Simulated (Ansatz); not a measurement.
# PbSeS: the cost of one run

Code: Ansatz 0.2.0. PAW datasets, plane waves, zero pressure. These are computed values for a spin-unpolarised cell that may be hypothetical; none is a measurement.

## (1) The system as given

The sheet's in-plane cell has a = 3.896 Å, b = 3.896 Å (γ = 120.0°), and its outermost atoms lie 3.17 Å apart along the normal. Near Pb stand 3 S at 2.75 Å and 3 Se at 2.75 Å; near S stand 3 Pb at 2.75 Å; near Se stand 3 Pb at 2.75 Å.

Coordinates:

```
CELL_PARAMETERS angstrom
3.89551 0.00000 0.00000
-1.94776 3.37361 0.00000
0.00000 0.00000 18.00000
ATOMIC_POSITIONS crystal
Pb 0.00000 0.00000 0.50000
S 0.33333 0.66667 0.58794
Se 0.66667 0.33333 0.41206
```
Periodic in the plane only; c spans the vacuum.

## (2) Relaxation with PBE

File input.yaml:

```yaml
crystal:
  lattice:
    - [3.89551369, 0.0, 0.0]
    - [-1.947756845, 3.3736138163, 0.0]
    - [0.0, 0.0, 18.0]
  atoms:
    - { symbol: Pb, position: [0.0, 0.0, 0.5] }
    - { symbol: S, position: [0.3333333333, 0.6666666667, 0.5879386306] }
    - { symbol: Se, position: [0.6666666667, 0.3333333333, 0.4120613694] }
  periodic: [true, true, false]
kpoints:
  mp_grid: { grid: [12, 12, 1] }
hamiltonian:
  xc: pbe
scf:
  occupations: { method: fermi_dirac, width: 0.02 }
relax:
  f_tol: 0.005
  cell: {}
```

Run with:

```sh
$ ansatz run input.yaml --threads 4 --pin off --max-ram 5529MiB --backend cpu --events-out ev --progress --plain --runs-dir out
```

**Question.** How long does this run take on 4 threads of Intel Xeon 6975P-C (Granite Rapids), shared host, and how much memory does it need?

About 17 s, with a peak of 0.79 GiB.
